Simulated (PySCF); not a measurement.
Crystal: N2BH5, in a box.

```
N B H
1.0
    13.00000    0.00000    0.00000
     0.00000   13.00000    0.00000
     0.00000    0.00000   12.00000
N B H
2 1 5
Direct
  0.41670 0.55363 0.45826
  0.55663 0.44888 0.54014
  0.50633 0.54364 0.52340
  0.38163 0.49509 0.41890
  0.38186 0.62166 0.44721
  0.54137 0.61918 0.56652
  0.62037 0.44315 0.58676
  0.53331 0.38157 0.50765
```

Base run:

```yaml
Program: PySCF 2.14.0
Functional: LDA
Potentials_or_basis: cc-pvdz (all-electron)
k_mesh: 1 × 1 × 1
Occupations: fixed
Spin: no spin polarisation
```

Its results: gap between the frontier levels 6.26 eV.

**Question.** After a change of settings the same cell gave: gap between the frontier levels 9.47 eV. Which change was it?
A. functional from LDA to M06-L; dispersion from none to D4
B. functional from LDA to SCAN0
C. functional from LDA to PBEsol; dispersion from none to D3(BJ)

**Answer.** B.

SCAN0 gives the wider gap, since exact exchange removes part of the self-interaction.

Caveats: this is a molecule in a periodic box at the Γ point, so its band gap is the HOMO-LUMO gap; the basis of atomic orbitals isn't converged, which shifts pressures, moduli and gaps.

Not every run made on this cell is shown here.
